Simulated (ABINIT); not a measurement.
A calculation with ABINIT 10.8.3 (patched build) of CaB2 (native input, structure from a POSCAR):

run.abi

```
pp_dirpath "./"
pseudos "Ca.GGA_PBE-JTH.xml, B.GGA_PBE-JTH.xml"

structure "poscar:POSCAR"
natom 3

ecut 19.0
pawecutdg 38.0
pawxcdev 0

kptopt 1
ngkpt 9 9 7
nshiftk 1
shiftk 0.0 0.0 0.0

ixc 11

nband 12
occopt 3
tsmear 0.00183747

nstep 100
tolvrs 1.0e-9

iomode 3
prtwf 0
prtden 0
prteig 0
prtebands 0
```

File POSCAR:

```
CaB2
1.0
    3.2264302843      0.0000000000      0.0000000000
   -1.6132151421      2.7941705897      0.0000000000
    0.0000000000      0.0000000000      4.0673920000
Ca B
1 2
Direct
    0.0000000000      0.0000000000      0.0000000000  Ca
    0.6666666667      0.3333333333      0.5000000000  B
    0.3333333333      0.6666666667      0.5000000000  B
```

Potentials or basis: JTH PAW PBE v2.0.

Launch:

```bash
$ abinit run.abi > log 2>&1
```

The cell comes from a database or a generator and needn't be the stable form of this composition.

Problem. Write the same calculation in another form: ASE script, structure from a POSCAR.

Solution. As run:

Contents of run.py:

```python
import json, os
import numpy as np
from ase.units import GPa
from ase.calculators.abinit import Abinit, AbinitProfile
from ase.io import read

atoms = read('POSCAR')

profile = AbinitProfile(command='abinit', pp_paths=[os.path.abspath('pseudos')])
params = dict(
    pps='pawxml', xc='PBE',
    ecut=517.0163,
    pawecutdg=1034.0327,
    pawxcdev=0,
    kptopt=1,
    ngkpt=[9, 9, 7],
    nshiftk=1,
    shiftk=[0.0, 0.0, 0.0],
    ixc=11,
    nband=12,
    occopt=3,
    tsmear=0.05,
    nstep=100,
    tolvrs=1e-09,
    prtwf=0,
    prtden=0,
)

atoms.calc = Abinit(profile=profile, directory='run', **params)
energy = atoms.get_potential_energy()
forces = atoms.get_forces()
stress = atoms.get_stress()
print(f'energy {energy:.6f} eV')
print('forces (eV/A)')
print(np.round(forces, 5))
print('stress (GPa, Voigt, tension positive)', np.round(stress / GPa, 4))
json.dump(dict(energy=energy, forces=forces.tolist(), stress=stress.tolist(), cell=atoms.cell.tolist(), frac=atoms.get_scaled_positions(wrap=False).tolist()), open('results.json', 'w'))
```

POSCAR

```
CaB2
1.0
    3.2264302843      0.0000000000      0.0000000000
   -1.6132151421      2.7941705897      0.0000000000
    0.0000000000      0.0000000000      4.0673920000
Ca B
1 2
Direct
    0.0000000000      0.0000000000      0.0000000000
    0.6666666667      0.3333333333      0.5000000000
    0.3333333333      0.6666666667      0.5000000000
```

Potentials or basis: JTH PAW PBE v2.0.

The run is started by

```console
$ python run.py
```

Both were run:

|  | native input, structure from a POSCAR | ASE script, structure from a POSCAR |
| --- | --- | --- |
| Pressure | -0.7 GPa | -0.7 GPa |
| Band gap on the k mesh | none (metal or under the smearing width) | none (metal or under the smearing width) |
| Valence electrons inside the program's atomic spheres | Ca 7.49; B 1.70 | Ca 7.49; B 1.70 |

Keys that steer only the numerical path or the files written may differ.
